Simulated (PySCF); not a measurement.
# C3H7FSi: NMR shifts at several levels of theory

Aim: compute the NMR shifts of C3H7FSi (`FC1C[SiH2]C1`) at several levels, and see how far they spread and what each costs.

The runs use PySCF 2.14.0, with density-fitted response routines of our own; the level of theory stands in each step. All values are computed, except where a source is named. Atoms are numbered from 0 throughout.

### Step 1. The molecule as given

12 atoms, charge 0, multiplicity 1; geometry from: GFN2-xTB.

Bonds of the start (Å): F0–C1 1.38, C1–C2 1.53, C2–Si3 1.91, Si3–C4 1.91, C4–C1 1.53, C1–H5 1.09, C2–H6 1.09, C2–H7 1.09, Si3–H8 1.46, Si3–H9 1.46, C4–H10 1.09, C4–H11 1.09.

### Step 2. Relaxing the molecule at PBE0-D3(BJ)/def2-SVP

The job: settings as JSON, then the geometry in Å.

```
{"job": {"xc": "PBE0", "basis": "def2-SVP", "d3": "d3bj", "grid": 1, "kind": "geom"}, "charge": 0, "multiplicity": 1}
F      1.034905    -1.968243     0.262378
C      0.343831    -0.819649     0.591416
C     -0.962112    -0.663124    -0.198103
Si    -0.543009     1.168912    -0.554397
C      1.079427     0.458129     0.167719
H      0.179608    -0.873058     1.671859
H     -0.935603    -1.293718    -1.084653
H     -1.854680    -0.921453     0.365252
H     -1.228025     2.125707     0.313228
H     -0.525776     1.597134    -1.950091
H      1.589923     0.967781     0.980424
H      1.822710     0.220894    -0.591060
```

Output:

```text
step   0  E = -507.23352894  max force = 0.024095
step   1  E = -507.23732221  max force = 0.002422
step   2  E = -507.23744621  max force = 0.001082
step   3  E = -507.23768788  max force = 0.004246
step   4  E = -507.23785667  max force = 0.004344
step   5  E = -507.23799673  max force = 0.001971
step   6  E = -507.23803431  max force = 0.000566
step   7  E = -507.23803823  max force = 0.000517
step   8  E = -507.23804010  max force = 0.000418
optimisation converged
```

Run time: 36 s. Hardware: 1 thread, shared host.

Along the way:

```tsv
step	energy from step 0 (eV)	largest force component (eV/Å)
0	0.0000	1.2390
1	-0.1032	0.1245
2	-0.1066	0.0556
3	-0.1132	0.2183
4	-0.1178	0.2234
5	-0.1216	0.1014
6	-0.1226	0.0291
7	-0.1227	0.0266
8	-0.1228	0.0215
```

Distances of close pairs at the start and the end, largest changes first:

```tsv
bond	before (Å)	after (Å)	change (Å)
Si3–H9	1.460	1.492	+0.032
Si3–H8	1.462	1.493	+0.031
C2–H6	1.088	1.103	+0.015
C4–H11	1.088	1.103	+0.015
Si3–C4	1.913	1.900	-0.013
C2–Si3	1.913	1.900	-0.013
C1–H5	1.094	1.106	+0.012
C2–H7	1.087	1.098	+0.011
```

The final coordinates are the input of the step that follows.

```tsv
at the end point	value
point group (found at 0.08 Å tolerance)	Cs
rotational constants (GHz, main isotopes)	8.819, 2.823, 2.346
dipole moment (D)	1.43
```

### Step 3. Nuclear shieldings: PBE0/cc-pVDZ

The job: settings as JSON, then the geometry in Å.

```
{"job": {"kind": "nmr", "xc": "PBE0", "basis": "cc-pVDZ", "pop": true}, "charge": 0, "multiplicity": 1}
F      1.029420    -1.927046     0.641235
C      0.326509    -0.745807     0.658863
C     -0.917671    -0.737642    -0.240509
Si    -0.567031     1.109272    -0.514407
C      1.104692     0.457874     0.109535
H      0.032843    -0.557050     1.708058
H     -0.687648    -1.281759    -1.172155
H     -1.845469    -1.138492     0.187932
H     -1.274280     2.029571     0.424690
H     -0.649144     1.655783    -1.900498
H      1.759327     0.990533     0.811426
H      1.700283     0.129493    -0.759023
```

Level: GIAO PBE0/cc-pVDZ NMR shielding, non-relativistic, gas phase.

Output:

```text
coarse grid: 10312 points
cycle   1  E = -507.4165677927  dE =  4.788e-01  |g| = 5.468e-01  |ddm| = 5.966e+00
cycle   2  E = -507.3825204867  dE =  3.405e-02  |g| = 7.050e-01  |ddm| = 1.848e+00
cycle   3  E = -507.4773080440  dE = -9.479e-02  |g| = 4.632e-02  |ddm| = 9.922e-01
cycle   4  E = -507.4775451565  dE = -2.371e-04  |g| = 2.804e-02  |ddm| = 9.617e-02
cycle   5  E = -507.4777257494  dE = -1.806e-04  |g| = 3.940e-03  |ddm| = 4.698e-02
cycle   6  E = -507.4777296811  dE = -3.932e-06  |g| = 1.006e-03  |ddm| = 7.866e-03
final grid: 94760 points
cycle   7  E = -507.4886479715  dE = -1.440e-05  |g| = 8.007e-03  |ddm| = 4.454e-02
cycle   8  E = -507.4886328551  dE =  1.512e-05  |g| = 1.150e-02  |ddm| = 2.981e-02
cycle   9  E = -507.4886638419  dE = -3.099e-05  |g| = 6.745e-04  |ddm| = 1.689e-02
cycle  10  E = -507.4886639208  dE = -7.890e-08  |g| = 2.107e-04  |ddm| = 1.251e-03
cycle  11  E = -507.4886639291  dE = -8.378e-09  |g| = 2.680e-05  |ddm| = 3.146e-04
cycle  12  E = -507.4886639293  dE = -2.034e-10  |g| = 8.501e-06  |ddm| = 6.336e-05
converged SCF energy = -507.4886639293

GIAO shielding tensors (ppm)
atom      isotropic    diamagn.    paramagn.     s11        s22        s33       span
  0 F      335.288     469.026    -133.738    278.298    342.992    384.574    106.276
  1 C      113.087     242.835    -129.748     78.485     96.848    163.926     85.441
  2 C      175.018     247.906     -72.889    155.645    166.394    203.015     47.370
  3 Si     472.854     883.510    -410.655    430.485    481.486    506.593     76.108
  4 C      174.996     247.903     -72.907    155.655    166.381    202.951     47.295
  5 H       26.485      30.230      -3.744     23.477     27.268     28.711      5.233
  6 H       29.754      30.075      -0.321     27.498     27.592     34.171      6.673
  7 H       29.657      29.619       0.038     26.132     26.392     36.447     10.315
  8 H       27.226      29.621      -2.396     24.244     25.170     32.263      8.018
  9 H       26.937      29.256      -2.320     23.672     24.543     32.595      8.923
 10 H       29.658      29.622       0.036     26.131     26.395     36.446     10.314
 11 H       29.756      30.080      -0.324     27.502     27.599     34.166      6.663
```

Wall time 8.7 s (1 thread, shared host).

The references, computed at this level on geometries of the same kind, shield at (ppm): ¹H TMS 31.29, ¹³C TMS 196.8, ²⁹Si TMS 418.6, ¹⁹F CFCl3 200.9. Their shielding less the atom's gives the shift. The references are single molecules in the gas phase, so shifts against H2O, NH3, PH3, H3PO4 or CFCl3 are not on the usual liquid scales and can be off by tens of ppm. Atoms listed in one row are averaged.

```tsv
atoms	environment	σ (ppm)	δ (ppm)
C1	sp3 CH bonded to F	113.1	83.7
C2, C4	sp3 CH2 bonded to Si	175.0	21.7
H5	hydrogen on an sp3 CH bonded to F	26.49	4.80
H9	hydrogen on a silicon bonded to 2 C, in a 4-membered ring	26.94	4.35
H8	hydrogen on a silicon bonded to 2 C, in a 4-membered ring	27.23	4.06
H7, H10	hydrogen on an sp3 CH2 bonded to Si	29.66	1.63
H6, H11	hydrogen on an sp3 CH2 bonded to Si	29.75	1.54
F0	fluorine on an sp3 carbon	335.3	-134.4
Si3	silicon bonded to 2 C, 2 H, in a 4-membered ring	472.9	-54.2
```

Charges from the same density, by scheme (e):

```tsv
atoms	Mulliken	IAO	Hirshfeld	ESP fit
F0	-0.24	-0.32	-0.12	-0.28
C1	0.16	0.19	0.06	0.44
C2, C4	-0.18	-0.55	-0.17	-0.48
Si3	0.25	0.71	0.33	0.36
```

Mayer bond orders: F0–C1 1.04, C1–C2 1.02, C2–Si3 1.00, Si3–C4 1.00, C4–C1 1.02.

### Step 4. NMR shieldings: PBE0/cc-pVTZ

Same as in step 3 but for these lines:

```diff
@@ -1,2 +1,2 @@
-{"job": {"kind": "nmr", "xc": "PBE0", "basis": "cc-pVDZ", "pop": true}, "charge": 0, "multiplicity": 1}
+{"job": {"kind": "nmr", "xc": "PBE0", "basis": "cc-pVTZ", "pop": true}, "charge": 0, "multiplicity": 1}
 F      1.029420    -1.927046     0.641235
```

With the program's defaults for keys left out, this is: GIAO PBE0/cc-pVTZ NMR shielding, non-relativistic, gas phase.

Output:

```text
coarse grid: 10312 points
cycle   1  E = -507.5113468457  dE =  4.353e-01  |g| = 5.621e-01  |ddm| = 6.411e+00
cycle   2  E = -507.4722046146  dE =  3.914e-02  |g| = 7.524e-01  |ddm| = 1.856e+00
cycle   3  E = -507.5723151622  dE = -1.001e-01  |g| = 5.495e-02  |ddm| = 1.069e+00
cycle   4  E = -507.5725944088  dE = -2.792e-04  |g| = 3.381e-02  |ddm| = 1.061e-01
cycle   5  E = -507.5728209257  dE = -2.265e-04  |g| = 5.337e-03  |ddm| = 5.110e-02
cycle   6  E = -507.5728271388  dE = -6.213e-06  |g| = 1.470e-03  |ddm| = 9.561e-03
final grid: 94760 points
cycle   7  E = -507.5743271208  dE = -5.339e-05  |g| = 8.287e-03  |ddm| = 9.404e-02
cycle   8  E = -507.5743121789  dE =  1.494e-05  |g| = 1.168e-02  |ddm| = 2.936e-02
cycle   9  E = -507.5743431207  dE = -3.094e-05  |g| = 8.979e-04  |ddm| = 1.640e-02
cycle  10  E = -507.5743432278  dE = -1.070e-07  |g| = 3.449e-04  |ddm| = 1.578e-03
cycle  11  E = -507.5743432475  dE = -1.971e-08  |g| = 4.562e-05  |ddm| = 4.992e-04
cycle  12  E = -507.5743432480  dE = -5.050e-10  |g| = 1.200e-05  |ddm| = 8.370e-05
converged SCF energy = -507.5743432480

GIAO shielding tensors (ppm)
atom      isotropic    diamagn.    paramagn.     s11        s22        s33       span
  0 F      326.093     468.204    -142.111    263.009    334.321    380.948    117.939
  1 C      100.489     236.888    -136.399     65.233     82.859    153.374     88.141
  2 C      166.165     244.872     -78.706    147.490    156.428    194.578     47.088
  3 Si     419.580     887.310    -467.731    373.825    424.918    459.996     86.170
  4 C      166.145     244.874     -78.729    147.505    156.421    194.509     47.004
  5 H       26.334      29.832      -3.499     23.485     27.097     28.418      4.933
  6 H       29.774      30.026      -0.252     27.590     27.692     34.040      6.450
  7 H       29.593      29.425       0.169     26.028     26.360     36.392     10.365
  8 H       27.071      29.201      -2.131     24.134     25.135     31.944      7.809
  9 H       26.813      28.901      -2.088     23.672     24.481     32.286      8.614
 10 H       29.594      29.427       0.167     26.027     26.363     36.391     10.364
 11 H       29.776      30.033      -0.257     27.598     27.697     34.034      6.436
```

Run time: 28 s. Hardware: 1 thread, shared host.

In short: δ C1 86.8, C2 21.1, F0 -143.5, Si3 -59.6, H5 4.96, H9 4.48 ppm (means over like atoms).

### Step 5. Nuclear shieldings: PBE0/aug-cc-pVDZ

Same as in step 4 but for these lines:

```diff
@@ -1,2 +1,2 @@
-{"job": {"kind": "nmr", "xc": "PBE0", "basis": "cc-pVTZ", "pop": true}, "charge": 0, "multiplicity": 1}
+{"job": {"kind": "nmr", "xc": "PBE0", "basis": "aug-cc-pVDZ", "pop": true}, "charge": 0, "multiplicity": 1}
 F      1.029420    -1.927046     0.641235
```

Method: GIAO PBE0/aug-cc-pVDZ NMR shielding, non-relativistic, gas phase.

Output:

```text
coarse grid: 10312 points
cycle   1  E = -507.4416871997  dE =  4.683e-01  |g| = 5.105e-01  |ddm| = 7.602e+00
cycle   2  E = -507.4063637473  dE =  3.532e-02  |g| = 6.780e-01  |ddm| = 1.860e+00
cycle   3  E = -507.4969554050  dE = -9.059e-02  |g| = 5.525e-02  |ddm| = 9.820e-01
cycle   4  E = -507.4973328195  dE = -3.774e-04  |g| = 2.867e-02  |ddm| = 1.177e-01
cycle   5  E = -507.4975107830  dE = -1.780e-04  |g| = 4.687e-03  |ddm| = 5.500e-02
cycle   6  E = -507.4975158301  dE = -5.047e-06  |g| = 1.570e-03  |ddm| = 1.108e-02
final grid: 94760 points
cycle   7  E = -507.5084726715  dE = -1.644e-05  |g| = 8.720e-03  |ddm| = 1.255e-01
cycle   8  E = -507.5084543066  dE =  1.836e-05  |g| = 1.256e-02  |ddm| = 4.134e-02
cycle   9  E = -507.5084914707  dE = -3.716e-05  |g| = 8.346e-04  |ddm| = 2.210e-02
cycle  10  E = -507.5084915879  dE = -1.172e-07  |g| = 2.525e-04  |ddm| = 1.604e-03
cycle  11  E = -507.5084915999  dE = -1.195e-08  |g| = 2.800e-05  |ddm| = 4.325e-04
cycle  12  E = -507.5084916001  dE = -2.335e-10  |g| = 9.336e-06  |ddm| = 1.018e-04
converged SCF energy = -507.5084916001

GIAO shielding tensors (ppm)
atom      isotropic    diamagn.    paramagn.     s11        s22        s33       span
  0 F      335.852     479.111    -143.259    271.942    345.793    389.821    117.879
  1 C      111.762     210.545     -98.783     77.932     94.959    162.395     84.462
  2 C      174.643     222.471     -47.828    155.358    166.004    202.568     47.210
  3 Si     478.496     889.249    -410.753    437.443    488.491    509.555     72.112
  4 C      174.625     222.498     -47.874    155.374    166.000    202.501     47.126
  5 H       26.398      28.544      -2.146     23.412     27.282     28.499      5.087
  6 H       29.801      28.863       0.939     27.622     27.684     34.098      6.476
  7 H       29.645      31.538      -1.893     26.052     26.506     36.377     10.326
  8 H       27.132      27.439      -0.307     24.111     25.163     32.122      8.012
  9 H       26.853      26.950      -0.097     23.615     24.469     32.474      8.859
 10 H       29.646      31.537      -1.891     26.051     26.510     36.376     10.325
 11 H       29.803      28.858       0.945     27.628     27.689     34.092      6.464
```

Wall time 18 s (1 thread, shared host).

This run: δ C1 83.4, C2 20.5, F0 -141.7, Si3 -61.8, H5 5.00, H9 4.54 ppm (means over like atoms).

### Step 6. NMR shieldings: PBE0/IGLO-III

Same as in step 5 but for these lines:

```diff
@@ -1,2 +1,2 @@
-{"job": {"kind": "nmr", "xc": "PBE0", "basis": "aug-cc-pVDZ", "pop": true}, "charge": 0, "multiplicity": 1}
+{"job": {"kind": "nmr", "xc": "PBE0", "basis": "IGLO-III", "pop": true}, "charge": 0, "multiplicity": 1}
 F      1.029420    -1.927046     0.641235
```

Level: GIAO PBE0/IGLO-III NMR shielding, non-relativistic, gas phase.

Output:

```text
coarse grid: 10312 points
cycle   1  E = -507.5187349462  dE =  4.206e-01  |g| = 5.731e-01  |ddm| = 2.307e+00
cycle   2  E = -507.4764348836  dE =  4.230e-02  |g| = 7.702e-01  |ddm| = 8.259e-01
cycle   3  E = -507.5796875331  dE = -1.033e-01  |g| = 6.710e-02  |ddm| = 5.264e-01
cycle   4  E = -507.5800971741  dE = -4.096e-04  |g| = 3.856e-02  |ddm| = 4.655e-02
cycle   5  E = -507.5803880106  dE = -2.908e-04  |g| = 5.998e-03  |ddm| = 2.346e-02
cycle   6  E = -507.5803951358  dE = -7.125e-06  |g| = 1.679e-03  |ddm| = 5.255e-03
final grid: 94760 points
cycle   7  E = -507.5873550739  dE = -7.423e-05  |g| = 8.428e-03  |ddm| = 4.601e-02
cycle   8  E = -507.5873403190  dE =  1.475e-05  |g| = 1.166e-02  |ddm| = 1.181e-02
cycle   9  E = -507.5873713306  dE = -3.101e-05  |g| = 9.630e-04  |ddm| = 6.704e-03
cycle  10  E = -507.5873714335  dE = -1.028e-07  |g| = 4.658e-04  |ddm| = 8.149e-04
cycle  11  E = -507.5873714676  dE = -3.413e-08  |g| = 5.807e-05  |ddm| = 3.069e-04
cycle  12  E = -507.5873714683  dE = -6.851e-10  |g| = 1.113e-05  |ddm| = 4.965e-05
converged SCF energy = -507.5873714683

GIAO shielding tensors (ppm)
atom      isotropic    diamagn.    paramagn.     s11        s22        s33       span
  0 F      325.135     465.590    -140.455    258.812    334.818    381.773    122.961
  1 C       94.462     239.630    -145.168     57.881     76.080    149.424     91.543
  2 C      161.672     253.874     -92.202    142.261    151.784    190.972     48.710
  3 Si     408.617     890.951    -482.335    361.040    413.988    450.822     89.782
  4 C      161.649     253.873     -92.223    142.273    151.779    190.896     48.623
  5 H       26.353      29.186      -2.833     23.481     27.124     28.454      4.974
  6 H       29.813      30.266      -0.453     27.633     27.759     34.047      6.414
  7 H       29.675      29.456       0.219     26.134     26.521     36.369     10.235
  8 H       27.049      29.823      -2.774     24.194     25.158     31.794      7.601
  9 H       26.833      29.491      -2.658     23.807     24.514     32.177      8.370
 10 H       29.675      29.459       0.216     26.134     26.524     36.368     10.234
 11 H       29.815      30.273      -0.458     27.640     27.764     34.040      6.401
```

Wall time 27 s (1 thread, shared host).

Key values: δ C1 89.3, C2 22.1, F0 -150.5, Si3 -63.3, H5 5.02, H9 4.54 ppm (means over like atoms).

### Step 7. NMR shieldings: PBE0/pcSseg-0

Same as in step 6 but for these lines:

```diff
@@ -1,2 +1,2 @@
-{"job": {"kind": "nmr", "xc": "PBE0", "basis": "IGLO-III", "pop": true}, "charge": 0, "multiplicity": 1}
+{"job": {"kind": "nmr", "xc": "PBE0", "basis": "pcSseg-0", "pop": true}, "charge": 0, "multiplicity": 1}
 F      1.029420    -1.927046     0.641235
```

Level: GIAO PBE0/pcSseg-0 NMR shielding, non-relativistic, gas phase.

Output:

```text
coarse grid: 10312 points
cycle   1  E = -506.5817892467  dE =  4.119e-01  |g| = 4.974e-01  |ddm| = 3.544e+00
cycle   2  E = -506.5545606384  dE =  2.723e-02  |g| = 6.621e-01  |ddm| = 1.491e+00
cycle   3  E = -506.6339719909  dE = -7.941e-02  |g| = 3.549e-02  |ddm| = 8.020e-01
cycle   4  E = -506.6341340935  dE = -1.621e-04  |g| = 2.367e-02  |ddm| = 6.534e-02
cycle   5  E = -506.6342607023  dE = -1.266e-04  |g| = 2.173e-03  |ddm| = 3.294e-02
cycle   6  E = -506.6342620650  dE = -1.363e-06  |g| = 4.048e-04  |ddm| = 5.050e-03
final grid: 94760 points
cycle   7  E = -506.6339403651  dE = -1.290e-05  |g| = 4.099e-03  |ddm| = 1.847e-02
cycle   8  E = -506.6339385543  dE =  1.811e-06  |g| = 4.852e-03  |ddm| = 1.229e-02
cycle   9  E = -506.6339447421  dE = -6.188e-06  |g| = 4.952e-04  |ddm| = 7.120e-03
cycle  10  E = -506.6339447794  dE = -3.732e-08  |g| = 1.032e-04  |ddm| = 6.521e-04
cycle  11  E = -506.6339447811  dE = -1.661e-09  |g| = 2.951e-05  |ddm| = 1.804e-04
cycle  12  E = -506.6339447813  dE = -2.224e-10  |g| = 6.796e-06  |ddm| = 5.058e-05
converged SCF energy = -506.6339447813

GIAO shielding tensors (ppm)
atom      isotropic    diamagn.    paramagn.     s11        s22        s33       span
  0 F      343.406     466.107    -122.701    264.546    379.975    385.699    121.153
  1 C      106.718     247.650    -140.932     70.199     89.561    160.395     90.196
  2 C      172.095     256.129     -84.034    150.443    160.202    205.639     55.196
  3 Si     433.795     877.048    -443.252    381.555    457.926    461.905     80.350
  4 C      172.069     256.124     -84.055    150.454    160.173    205.580     55.125
  5 H       27.919      30.305      -2.386     24.691     28.102     30.964      6.273
  6 H       30.979      30.933       0.046     27.643     29.068     36.226      8.583
  7 H       31.043      30.892       0.151     26.799     27.614     38.718     11.919
  8 H       28.604      27.795       0.809     25.905     25.985     33.922      8.017
  9 H       28.379      27.723       0.656     25.167     25.517     34.452      9.284
 10 H       31.044      30.893       0.150     26.799     27.614     38.718     11.918
 11 H       30.981      30.937       0.044     27.646     29.074     36.222      8.576
```

Wall time 4.4 s (1 thread, shared host).

In short: δ C1 86.8, C2 21.4, F0 -165.0, Si3 -85.3, H5 4.91, H9 4.45 ppm (means over like atoms).

### Step 8. Comparing the runs: NMR shifts

Shifts (ppm) of some atoms, chosen among heavy atoms and hydrogens apart, means over like atoms, with basis size and wall time:

```tsv
run	C1	C2	H5	H8	H6	F0	Si3	functions	time
PBE0/cc-pVDZ	83.7	21.7	4.80	4.06	1.54	-134.4	-54.2	109	8.7 s
PBE0/cc-pVTZ	86.8	21.1	4.96	4.22	1.52	-143.5	-59.6	252	28 s
PBE0/aug-cc-pVDZ	83.4	20.5	5.00	4.26	1.59	-141.7	-61.8	182	18 s
PBE0/IGLO-III	89.3	22.1	5.02	4.33	1.56	-150.5	-63.3	254	27 s
PBE0/pcSseg-0	86.8	21.4	4.91	4.23	1.85	-165.0	-85.3	63	4.4 s
```

### Step 9. Outcome

| quantity | value |
| --- | --- |
| point group | Cs |
| rotational constants (main isotopes) | 8.82, 2.82, 2.35 GHz |
| ¹³C shifts against TMS (PBE0/cc-pVDZ, means over atoms taken as alike) | 83.7, 21.7 ppm |
| ¹H shifts against TMS (PBE0/cc-pVDZ, means over atoms taken as alike) | 4.80, 4.35, 4.06, 1.63, 1.54 ppm |
| ¹⁹F shifts against CFCl3 (PBE0/cc-pVDZ) | -134.4 ppm |
| ²⁹Si shifts against TMS (PBE0/cc-pVDZ) | -54.2 ppm |
| range of the shift of Si3 | -85.3 to -54.2 ppm |

In words: Single values in the summary come from the first run of each kind that ended normally (PBE0/cc-pVDZ), which need not be the best level. The optimisation took 8 steps and gained 0.123 eV; among the close pairs (by a distance rule), Si3–H9 changed most, from 1.460 to 1.492 Å. No frequency check was run at this level, so the end point may be a saddle. At PBE0/cc-pVDZ: The widest tensor belongs to F0: span 106 ppm, with a paramagnetic part of -134 ppm. Across the 5 runs the shift of Si3 moves most, between -85.3 (PBE0/pcSseg-0) and -54.2 ppm (PBE0/cc-pVDZ).
